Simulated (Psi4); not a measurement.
**doublet GeSe+ at 3 levels**

Wanted: a comparison of 3 runs (UHF/STO-3G, UHF/3-21G, UB3LYP/6-31G*) of doublet GeSe+. 

Program for the calculation: Psi4 1.11.

1 further run of the same task is left out (it didn't finish).

**1. The system as given**

GeSe+ has 2 atoms, charge +1, and is taken as a doublet. SMILES of the parent species: `[Ge-]#[Se+]`. The bond length is the one measured for the parent species. That shape belongs to the parent species and isn't relaxed for this state.

Bond lengths: Ge1–Se2 2.135 Å.

**2. The energy at UHF/STO-3G (run 1)**

The input, gese.py:

```python
import psi4

psi4.set_memory('1600 MB')
psi4.set_num_threads(1)
psi4.set_output_file('psi4.out', False)

geom = psi4.geometry("""
1 2
Ge     0.00000000     0.00000000     0.00000000
Se     0.00000000     0.00000000     4.03386419
units au
symmetry c1
""")

psi4.set_options({
    'basis': 'STO-3G',
    'reference': 'uhf',
    'puream': True,
    'e_convergence': 1e-09,
    'd_convergence': 1e-08,
    'scf_type': 'pk',
    'maxiter': 200,
})

result, w = psi4.energy('scf', molecule=geom, return_wfn=True)
psi4.oeprop(w, 'LOWDIN_CHARGES', 'WIBERG_LOWDIN_INDICES', 'DIPOLE', title='SCF')
print(f'scf energy: {result:.10f} Eh')
```

Launch:

```console
$ python gese.py
```

psi4.out:

```text
[...]
  Running in c1 symmetry.
[...]
  Nuclear repulsion =  269.716566734488879
[...]
  Multiplicity = 2
[...]
  Nalpha       = 33
  Nbeta        = 32
[...]
    Number of basis functions: 36
[...]
   @UHF iter   1: -4424.96366207470874   -4.65296e+00   1.41502e-02 ADIIS/DIIS
[...]
   @UHF iter  13: -4425.09053101400241   -9.09495e-13   5.08708e-09 DIIS
[...]
   @S^2 Observed:                7.656778457E-01
[...]
    Orbital Energies [Eh]
    ---------------------
    Alpha Occupied:
       1A   -455.905996     2A   -400.863753     3A    -59.069814
       4A    -53.786842     5A    -53.783000     6A    -53.782244
       7A    -50.708639     8A    -45.772246     9A    -45.771136
      10A    -45.770371    11A     -8.535557    12A     -6.806629
      13A     -6.379626    14A     -6.370419    15A     -6.362144
      16A     -4.846887    17A     -4.842344    18A     -4.842296
      19A     -1.992399    20A     -1.991305    21A     -1.984601
      22A     -1.979902    23A     -1.979079    24A     -1.134511
      25A     -0.984234    26A     -0.984015    27A     -0.982148
      28A     -0.978490    29A     -0.967430    30A     -0.751812
      31A     -0.627849    32A     -0.579602    33A     -0.547733
[...]
  @UHF Final Energy: -4425.09053101400241
   => Energetics <=
    Nuclear Repulsion Energy =            269.7165667344888789
    One-Electron Energy =               -6725.1589651076374139
    Two-Electron Energy =                2030.3518673591456718
    Total Energy =                      -4425.0905310140024085
  UHF NO Occupations:
  HONO-2 :   31  A 1.9990306
  HONO-1 :   32  A 1.9932203
[...]
 Multipole Moments:
 ------------------------------------------------------------------------------------
     Multipole            Electronic (a.u.)      Nuclear  (a.u.)        Total (a.u.)
 ------------------------------------------------------------------------------------
 L = 1.  Multiply by 2.5417464519 to convert [e a0] to [Debye]
 Dipole X            :          0.0000000            0.0000000            0.0000000
 Dipole Y            :         -0.0000000            0.0000000           -0.0000000
 Dipole Z            :          0.0756602           -1.1539755           -1.0783153
 Magnitude           :                                                    1.0783153
[...]
```

On the terminal:

```text
scf energy: -4425.0905310140 Eh
```

Wall time 1.8 s (1 thread of AMD EPYC 7R43 (Zen 3), shared host); peak memory 0.19 GiB.

**3. Energy and gradient at UHF/3-21G (run 2)**

The input, input.in:

```
memory 1.6 GB

molecule {
  1 2
  Ge     0.000000     0.000000     0.000000
  Se     0.000000     0.000000     2.134629
  symmetry c1
}

set {
  reference     uhf
  puream        true
  e_convergence 1e-09
  d_convergence 1e-08
  scf_type      pk
  maxiter       200
}

e_tot, wfn = gradient('hf/3-21G', return_wfn=True)
oeprop(wfn, 'MAYER_INDICES', 'WIBERG_LOWDIN_INDICES', 'LOWDIN_CHARGES', title='HF')
```

Launch:

```console
$ psi4 -n 1 input.in input.out
```

input.out:

```text
[...]
  Running in c1 symmetry.
[...]
  Nuclear repulsion =  269.716566770600423
[...]
  Multiplicity = 2
[...]
  Nalpha       = 33
  Nbeta        = 32
[...]
    Number of basis functions: 44
[...]
   @UHF iter   1: -4453.29900471494511   -6.67014e+00   1.59898e-02 DIIS/ADIIS
[...]
   @UHF iter  14: -4453.51640834254249    0.00000e+00   3.99256e-09 DIIS
[...]
   @S^2 Observed:                7.623652893E-01
[...]
    Orbital Energies [Eh]
    ---------------------
    Alpha Occupied:
       1A   -458.208527     2A   -402.975854     3A    -60.627034
       4A    -54.133245     5A    -54.128797     6A    -54.128299
       7A    -52.203694     8A    -46.213787     9A    -46.212951
      10A    -46.212777    11A     -9.125750    12A     -7.439642
      13A     -6.837965    14A     -6.827384    15A     -6.822170
      16A     -5.391636    17A     -5.388194    18A     -5.387560
      19A     -2.803197    20A     -2.801626    21A     -2.796992
      22A     -2.790346    23A     -2.790262    24A     -1.840627
      25A     -1.840009    26A     -1.837187    27A     -1.835544
      28A     -1.834056    29A     -1.213922    30A     -0.833963
      31A     -0.674496    32A     -0.630808    33A     -0.603303
[...]
  @UHF Final Energy: -4453.51640834254249
   => Energetics <=
    Nuclear Repulsion Energy =            269.7165667706004228
    One-Electron Energy =               -6736.5900783883353142
    Two-Electron Energy =                2013.3571032751920029
    Total Energy =                      -4453.5164083425424906
  UHF NO Occupations:
  HONO-2 :   31  A 1.9990767
  HONO-1 :   32  A 1.9948262
[...]
 Multipole Moments:
 ------------------------------------------------------------------------------------
     Multipole            Electronic (a.u.)      Nuclear  (a.u.)        Total (a.u.)
 ------------------------------------------------------------------------------------
 L = 1.  Multiply by 2.5417464519 to convert [e a0] to [Debye]
 Dipole X            :         -0.0000000            0.0000000           -0.0000000
 Dipole Y            :          0.0000000            0.0000000            0.0000000
 Dipole Z            :         -0.0091594           -1.1539755           -1.1631349
 Magnitude           :                                                    1.1631349
[...]
  -Total Gradient:
     Atom            X                  Y                   Z
    ------   -----------------  -----------------  -----------------
       1        0.000000000000     0.000000000000     0.099566638052
       2       -0.000000000000    -0.000000000000    -0.099566637709
[...]
```

It took 2.4 s on 1 thread of AMD EPYC 7R43 (Zen 3), shared host; peak memory 0.2 GiB.

**4. A single-point energy at UB3LYP/6-31G(d) (spherical functions) (run 3)**

The input, gese.py:

```python
import psi4

psi4.set_memory('1600 MB')
psi4.set_num_threads(1)
psi4.core.set_output_file('output.dat', False)

molecule = psi4.geometry("""
1 2
Ge     0.00000000     0.00000000     0.00000000
Se     0.00000000     0.00000000     4.03386419
units au
symmetry c1
no_reorient
no_com
""")

psi4.set_options({
    'basis': '6-31G*',
    'reference': 'uks',
    'puream': True,
    'e_convergence': 1e-09,
    'd_convergence': 1e-08,
    'scf_type': 'pk',
    'dft_radial_points': 99,
    'dft_spherical_points': 590,
    'maxiter': 200,
})

result, w = psi4.energy('b3lyp', molecule=molecule, return_wfn=True)
psi4.oeprop(w, 'MAYER_INDICES', 'QUADRUPOLE', 'DIPOLE')
print(f'b3lyp energy: {result:.10f} Eh')
for k, v in sorted(psi4.core.scalar_variables().items()):
    print(f'{k:45s} {v:18.10f}')
```

Launch:

```console
$ python gese.py
```

output.dat:

```text
[...]
  Running in c1 symmetry.
[...]
  Nuclear repulsion =  269.716566734488879
[...]
  Multiplicity = 2
[...]
  Nalpha       = 33
  Nbeta        = 32
[...]
    Number of basis functions: 64
[...]
   @UKS iter   1: -4476.12169215563154   -4.03876e+00   5.06128e-02 ADIIS/DIIS
[...]
   @UKS iter  15: -4477.73457692855300    1.81899e-12   1.78394e-09 DIIS
[...]
   @S^2 Observed:                7.529319306E-01
[...]
    Orbital Energies [Eh]
    ---------------------
    Alpha Occupied:
       1A   -454.140627     2A   -399.032930     3A    -58.369445
       4A    -52.427548     5A    -52.422869     6A    -52.422483
       7A    -50.108428     8A    -44.633529     9A    -44.632240
      10A    -44.630258    11A     -8.112349    12A     -6.536015
      13A     -6.061100    14A     -6.049099    15A     -6.045893
      16A     -4.709802    17A     -4.705598    18A     -4.700686
      19A     -2.392013    20A     -2.389681    21A     -2.386866
      22A     -2.378565    23A     -2.378152    24A     -1.511065
      25A     -1.510370    26A     -1.507140    27A     -1.505435
      28A     -1.503443    29A     -0.981788    30A     -0.720450
      31A     -0.564467    32A     -0.529794    33A     -0.524412
[...]
  @UKS Final Energy: -4477.73457692855300
   => Energetics <=
    Nuclear Repulsion Energy =            269.7165667344888789
    One-Electron Energy =               -6756.8249720861540482
    Two-Electron Energy =                2142.8341521185002421
    DFT Exchange-Correlation Energy =    -133.4603236953884675
    Empirical Dispersion Energy =           0.0000000000000000
    VV10 Nonlocal Energy =                  0.0000000000000000
    Total Energy =                      -4477.7345769285529968
[...]
 Multipole Moments:
 ------------------------------------------------------------------------------------
     Multipole            Electronic (a.u.)      Nuclear  (a.u.)        Total (a.u.)
 ------------------------------------------------------------------------------------
 L = 1.  Multiply by 2.5417464519 to convert [e a0] to [Debye]
 Dipole X            :          0.0000000            0.0000000            0.0000000
 Dipole Y            :          0.0000001            0.0000000            0.0000001
 Dipole Z            :       -135.6758482          137.1513825            1.4755343
 Magnitude           :                                                    1.4755343
 L = 2.  Multiply by 1.3450342976 to convert [e a0^2] to [Debye ang]
 Quadrupole XX       :        -22.7808308            0.0000000          -22.7808308
 Quadrupole XY       :          0.5404489            0.0000000            0.5404489
[...]
```

The script printed:

```text
b3lyp energy: -4477.7345769286 Eh
CURRENT ENERGY                                  -4477.7345769286
CURRENT REFERENCE ENERGY                        -4477.7345769286
DD SOLVATION ENERGY                                 0.0000000000
DFT FUNCTIONAL TOTAL ENERGY                     -4477.7345769286
DFT TOTAL ENERGY                                -4477.7345769286
DFT VV10 ENERGY                                     0.0000000000
DFT XC ENERGY                                    -133.4603236954
GRID ELECTRONS ALPHA                               33.0000002131
GRID ELECTRONS BETA                                32.0000002273
GRID ELECTRONS TOTAL                               65.0000004404
NUCLEAR REPULSION ENERGY                          269.7165667345
ONE-ELECTRON ENERGY                             -6756.8249720862
PCM POLARIZATION ENERGY                             0.0000000000
PE ENERGY                                           0.0000000000
SCF ITERATION ENERGY                            -4477.7345769286
SCF ITERATIONS                                     15.0000000000
SCF TOTAL ENERGY                                -4477.7345769286
TWO-ELECTRON ENERGY                              2142.8341521185
XC GRID RADIAL POINTS                              99.0000000000
XC GRID SPHERICAL POINTS                          590.0000000000
XC GRID TOTAL POINTS                           107301.0000000000
```

It took 7.5 s on 1 thread of AMD EPYC 7R43 (Zen 3), shared host; peak memory 0.39 GiB.

**5. All runs side by side**

```
run                                level      task         integration grid   energy (Eh)  HOMO energy (eV)  LUMO energy (eV)   ⟨S²⟩  wall time
  1                           UHF/STO-3G    energy                        –  -4425.090531            -14.59             -5.98  0.766      1.8 s
  2                            UHF/3-21G  gradient                        –  -4453.516408            -16.10             -8.29  0.762      2.4 s
  3  UB3LYP/6-31G* (spherical functions)    energy  99 radial × 590 angular  -4477.734577            -14.08            -12.40  0.753      7.5 s
```

**6. Outcome**

```
                                 quantity           value
                      run 3: total energy  -4477.73458 Eh
run 3: HOMO energy (highest over α and β)       -14.08 eV
 run 3: LUMO energy (lowest over α and β)       -12.40 eV
                              run 3: ⟨S²⟩           0.753
```

**Reading.** In run 1 the basis is minimal, so the values are rough. All runs together took 12 s, the longest 7.5 s.
